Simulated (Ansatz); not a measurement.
Crystal: Na3Cl2.

```xyz
5
Lattice="1.7600 -10.1703 0.0000 1.7600 10.1703 0.0000 0.0000 0.0000 3.5276" Properties=species:S:1:pos:R:3 pbc="T T T"
Cl    1.7600    8.4088    1.7638
Cl    1.7600   -8.4088    1.7638
Na    1.7600   -3.4373    0.0000
Na    1.7600    3.4373    0.0000
Na    1.7600    0.0000    0.0000
```

The cell comes from a database or a generator and needn't be the stable form of this composition.

- Program: Ansatz 0.2.0
- Task: relaxation of cell and atoms
- Functional: r2SCAN
- Potentials or basis: Ansatz PAW
- Cutoff: 500 eV (not typed: the program's choice for these potentials)
- k mesh: 8 × 8 × 8
- Occupations: fermi-dirac, width 0.05 eV
- Spin: no spin polarisation

At the start: volume 25.26 Å³/atom.

**Question.** Where does the relaxation end?

**Answer.** It ends after 5 steps and the volume is 24.57 Å³/atom (-2.7 %); space group Cmmm (No. 65, to 0.05 Å).

Step by step:
```
step  energy change (eV)  largest force (eV/Å)  volume (Å³)
   1              0.0000                0.1039       126.28
   2             -0.0112                0.0390       125.20
   3             -0.0141                0.0097       123.75
   4             -0.0147                0.0007       122.85
   5             -0.0145                0.0010       122.85
```

Final structure:
```
Cl Na
1.0
     1.74043  -10.16869    0.00000
     1.74043   10.16869    0.00000
     0.00000    0.00000    3.47085
Cl Na
2 3
Cartesian
  1.7404 8.4321 1.7354
  1.7404 -8.4321 1.7354
  1.7404 -3.3976 0.0000
  1.7404 3.3976 0.0000
  1.7404 0.0000 0.0000
```

Caveat: the plane-wave basis is chosen anew once the cell has moved, so the energies of steps on either side of that aren't comparable; an odd number of electrons without spin polarisation forces a metal; a magnetic or distorted state may lie lower; the PAW data sets come from PBE, with cores solved anew for the run's functional, which leaves a small shift of forces and pressure.
